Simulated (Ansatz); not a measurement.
**CH₆BFGe: a ladder of functionals and wavefunction methods**

The task here is to estimate one member of a computed series from the others.

Computed with Ansatz 0.2.0, Gaussian basis. Level: functionals in def2-TZVPP, the program's frozen cores in correlated methods.

Plan: PBE-D4, r2SCAN-D4, PBE0-D4, B3LYP-D4, ωB97X-V, ωB97M-V, B2PLYP; CCSD(T)/def2-TZVPP; MP2/def2-QZVPP; extrapolation to the limit.

## Structure used throughout

The geometry comes from an earlier relaxation with PBE0-D4 in a triple-zeta def2 set; it is a stationary point, not always the lowest conformer.

SMILES `[BH2][GeH]([CH3])[F]`, 10 atoms, charge 0, spin multiplicity 1.

Atoms are counted from 1 here; the program's logs count them from 0.

Bond lengths: B1–Ge2 2.055 Å, B1–H5 1.193 Å, B1–H6 1.195 Å, Ge2–C3 1.949 Å, Ge2–F4 1.757 Å, Ge2–H7 1.546 Å, C3–H8 1.090 Å, C3–H9 1.090 Å, C3–H10 1.091 Å. Angles: Ge2–B1–H5 121.7°, Ge2–B1–H6 119.6°, H5–B1–H6 118.8°, B1–Ge2–C3 115.2°, B1–Ge2–F4 109.0°, B1–Ge2–H7 112.2°, C3–Ge2–F4 104.9°, C3–Ge2–H7 110.4°, F4–Ge2–H7 104.3°, Ge2–C3–H8 109.2°, Ge2–C3–H9 110.4°, Ge2–C3–H10 110.3°, H8–C3–H9 108.9°, H8–C3–H10 109.0°, H9–C3–H10 109.0°.

As a file:

```xyz
10

B    -0.8677    1.6012   -0.5972
Ge    0.0346   -0.2450   -0.6437
C     0.6939   -0.8901    1.0731
F    -1.1427   -1.4454   -1.1546
H    -2.0176    1.7434   -0.8801
H    -0.2305    2.5610   -0.2781
H     1.1483   -0.3239   -1.7128
H     1.0818   -1.9016    0.9503
H    -0.1111   -0.9069    1.8081
H     1.4942   -0.2438    1.4381
```

Set-up of the first run:

in.yaml reads:

```yaml
crystal:
  periodic: [false, false, false]
  atoms:
    - {symbol: B, position_ang: [-0.867697, 1.601232, -0.597234]}
    - {symbol: Ge, position_ang: [0.034565, -0.245039, -0.643719]}
    - {symbol: C, position_ang: [0.693891, -0.890057, 1.073117]}
    - {symbol: F, position_ang: [-1.142662, -1.445415, -1.154624]}
    - {symbol: H, position_ang: [-2.017637, 1.743424, -0.880056]}
    - {symbol: H, position_ang: [-0.230484, 2.560992, -0.278130]}
    - {symbol: H, position_ang: [1.148297, -0.323866, -1.712829]}
    - {symbol: H, position_ang: [1.081826, -1.901591, 0.950257]}
    - {symbol: H, position_ang: [-0.111070, -0.906939, 1.808149]}
    - {symbol: H, position_ang: [1.494172, -0.243842, 1.438068]}
basis:
  gaussian: {orbitals: def2-TZVPP}
hamiltonian: {xc: pbe, dispersion: d4}
output: {forces: true, orbitals: {seedname: orbitals}}
```

Started as:

```sh
$ ansatz run in.yaml --threads 4 --pin off --events-out ev --progress --plain --max-ram 10444MiB
```

Steps of the session up to this table: PBE-D4 (GGA); r2SCAN-D4 (meta-GGA); PBE0-D4 (hybrid); B3LYP-D4 (hybrid); ωB97X-V (range-separated); ωB97M-V (range-separated); B2PLYP (double hybrid); CCSD(T) in def2-TZVPP; MP2 in def2-QZVPP.

One of the session's tables, all rows but one given; the rest of the session is left out.

```
            method  atomisation energy (kJ/mol)
            PBE-D4                       3397.7
         r2SCAN-D4                       3388.6
           PBE0-D4                            ?
          B3LYP-D4                       3369.7
           ωB97X-V                       3390.0
           ωB97M-V                       3370.7
            B2PLYP                       3344.2
     HF/def2-TZVPP                       2568.1
    MP2/def2-TZVPP                       3343.9
   CCSD/def2-TZVPP                       3277.0
CCSD(T)/def2-TZVPP                       3313.7
           MP2/CBS                       3408.7
       CCSD(T)/CBS                       3378.5
```

Estimate the missing values for PBE0-D4.

As computed: atomisation energy (kJ/mol): 3362.0. In the column «atomisation energy (kJ/mol)» it lies between B2PLYP (3344.2) and B3LYP-D4 (3369.7).

Caveats from the session: Free atoms (1 B, 1 Ge, 1 C, 1 F, 6 H) were run apart at each level; the atomisation energy is their sum less the molecule, without zero-point or spin-orbit terms.
